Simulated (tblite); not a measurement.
# C6H10AlBrS: the cost of one run

The runs use tblite 0.8.0 and PySCF 2.14.0, with density-fitted response routines of our own; the level of theory stands in each step. All values are computed, except where a source is named. Atoms are numbered from 0 throughout.

**1. Starting geometry**

19 atoms, charge 0, multiplicity 1; geometry from: force field or distance geometry start.

Bonds of the start (Å): C0–S1 1.82, S1–C2 1.79, C2–C3 1.35, C3–Al4 1.97, Al4–Br5 2.38, C3–C6 1.49, C6–C7 1.54, C7–C8 1.53, C8–C2 1.49, C0–H9 1.12, C0–H10 1.12, C0–H11 1.10, Al4–H12 1.59, C6–H13 1.11, C6–H14 1.11, C7–H15 1.12, C7–H16 1.12, C8–H17 1.11, C8–H18 1.11.

**2. Optimising the geometry with GFN2-xTB**

Job settings and geometry (Å):

```
{"job": {"kind": "relax", "xc": "GFN2-xTB", "basis": "xTB"}, "charge": 0, "multiplicity": 1}
C      2.698500     0.567200     0.480000
S      2.119000    -0.685500    -0.713000
C      0.415200    -0.594600    -0.169700
C     -0.508600     0.224000    -0.709100
Al    -0.232900     1.518600    -2.163600
Br    -2.053500     2.845500    -2.928300
C     -1.835700     0.040300    -0.059500
C     -1.601200    -1.016300     1.031700
C     -0.141200    -1.460000     0.901600
H      2.488900     0.231900     1.524300
H      2.165300     1.530100     0.292500
H      3.777300     0.719600     0.354900
H      1.208200     1.690100    -2.818900
H     -2.174400     0.994700     0.388500
H     -2.579500    -0.309800    -0.803000
H     -1.795400    -0.585300     2.046600
H     -2.287000    -1.884200     0.881000
H     -0.076200    -2.529500     0.599200
H      0.403400    -1.287400     1.857200
```

Command:

```console
$ OMP_NUM_THREADS=1 python probes_run.py task.json out
```

One launch serves the whole session: the jobs run in the order shown.

Q: Estimate the wall time and peak memory of this first job on 1 thread of Arm Neoverse V1, shared host.

About 1.6 s, with a peak of 0.18 GiB.
